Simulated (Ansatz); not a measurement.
Predict the output of the script below (Ansatz 0.2.0, Python API).

`f5hsi2.py`
```python
"""Electronic structure of the F5HSi2 molecule."""

from dataclasses import dataclass
from pathlib import Path
import json
import warnings

import ansatz as az
import numpy as np


@dataclass(frozen=True)
class RunConfig:
    basis: str = "def2-SVP"
    xc: str = "hf"


cfg = RunConfig()

GEOMETRY = """
F     1.24660   -0.76700    1.84970
Si    0.21360   -0.99450    0.59090
F     0.87060   -2.10510   -0.35680
Si   -0.16940    0.98610   -0.59830
F    -1.24090    0.67300   -1.83790
F    -0.94860    2.07890    0.35680
F     1.12250    1.63520   -1.18930
H    -1.00210   -1.56380    1.12920
"""

warnings.simplefilter("ignore", az.DeckWarning)

f5hsi2 = az.Crystal.molecule()
for line in GEOMETRY.strip().splitlines():
    symbol, *xyz = line.split()
    f5hsi2 = f5hsi2.atom(symbol, [float(v) for v in xyz])

base = (
    f5hsi2.calculation()
    .basis(gaussian=cfg.basis)
    .functional(cfg.xc)
    .accuracy("high")
    .forces()
    .orbitals()
)
print(base.to_yaml())
out = base.run(runs_dir="f5hsi2_runs")
rep = out.report

print("reference energy %16.6f eV" % rep["reference_energy_ev"])
print("total energy     %16.6f eV" % rep["free_energy_ev"])
print("occupied orbitals outside the frozen core (up, down):", rep["n_occupied"], " frozen:", rep["n_frozen"], " virtual:", rep["n_virtual"])

symbols = [site.symbol for site in f5hsi2.cartesian_sites]
print("forces (eV/A)")
for symbol, f in zip(symbols, rep["forces_ev_ang"]):
    print(f"  {symbol:2s} {f[0]:9.4f} {f[1]:9.4f} {f[2]:9.4f}")

charges = rep["charge_distribution"]
dipole = np.array(charges["dipole_moment_e_ang"]) * 4.803205
print("dipole (D): {:.3f} {:.3f} {:.3f}, length {:.3f}".format(*dipole, np.linalg.norm(dipole)))
print("atom  Mulliken   Lowdin")
for symbol, m, l in zip(symbols, charges["mulliken_charges_e"], charges["lowdin_charges_e"]):
    print(f"{symbol:4s} {m:9.3f} {l:8.3f}")

lines = Path(rep["orbitals_path"]).read_text().splitlines()
field_of = lambda key: [line.split("=")[1].strip() for line in lines if line.startswith(key)]
orbitals = [(27.211386 * float(e), s, float(n)) for e, s, n in zip(field_of("Ene="), field_of("Spin="), field_of("Occup="))]
homo = max(e for e, _, n in orbitals if n > 0.5)
lumo = min(e for e, _, n in orbitals if n < 0.5)
print(f"HOMO {homo:.3f} eV, LUMO {lumo:.3f} eV, gap {lumo - homo:.3f} eV")
with open("f5hsi2.json", "w") as handle:
    json.dump({k: rep[k] for k in ("free_energy_ev", "reference_energy_ev", "n_occupied", "n_virtual")}, handle, indent=1)
```

Running `python f5hsi2.py` prints:
```text
crystal:
  periodic: [false, false, false]
  atoms:
    - { symbol: F, position_ang: [1.2466, -0.767, 1.8497] }
    - { symbol: Si, position_ang: [0.2136, -0.9945, 0.5909] }
    - { symbol: F, position_ang: [0.8706, -2.1051, -0.3568] }
    - { symbol: Si, position_ang: [-0.1694, 0.9861, -0.5983] }
    - { symbol: F, position_ang: [-1.2409, 0.673, -1.8379] }
    - { symbol: F, position_ang: [-0.9486, 2.0789, 0.3568] }
    - { symbol: F, position_ang: [1.1225, 1.6352, -1.1893] }
    - { symbol: H, position_ang: [-1.0021, -1.5638, 1.1292] }
accuracy: high
basis:
  gaussian:
    orbitals: def2-SVP
hamiltonian:
  xc: hf
output:
  orbitals: {}
  forces: true

reference energy    -29261.802658 eV
total energy        -29261.802658 eV
occupied orbitals outside the frozen core (up, down): [37, 37]  frozen: 0  virtual: [74, 74]
forces (eV/A)
  F    -0.9723    0.0239   -1.4234
  Si    1.0997   -0.3306    1.2606
  F     0.0387    0.3768   -0.0248
  Si   -3.3154    0.4421   -0.3322
  F     1.8323    0.4741    1.9397
  F     1.1446   -1.3936   -1.2190
  F     0.5483    0.4051   -0.3270
  H    -0.3759    0.0023    0.1261
dipole (D): -0.624 -0.634 0.522, length 1.032
atom  Mulliken   Lowdin
F       -0.474   -0.120
Si       1.087    0.325
F       -0.453   -0.075
Si       1.345    0.241
F       -0.481   -0.136
F       -0.470   -0.115
F       -0.419   -0.021
H       -0.134   -0.098
HOMO -13.487 eV, LUMO 2.152 eV, gap 15.639 eV
```

It writes `f5hsi2.json`:
```json
{
 "free_energy_ev": -29261.80265834205,
 "reference_energy_ev": -29261.80265834205,
 "n_occupied": [
  37,
  37
 ],
 "n_virtual": [
  74,
  74
 ]
}
```

What to keep in mind:
- These settings explore the input space; basis and method may be short of convergence.
- The geometry is a force-field or estimated start, not a minimum of this method, and the basis set is short of its limit.
- The Löwdin charges here are taken after orthogonalising the functions within each atom; they differ from plain Löwdin charges, and their signs can be unphysical.
- Levels such as HOMO and LUMO are orbital energies: in Hartree-Fock the gap is too wide and the LUMO hangs on the basis.
- Wall time of the script: 12 s on 1 thread of Arm Neoverse N1, on a shared host, peak memory 0.45 GiB.

(Lines on the test bed's own set-up are left out of the output.)
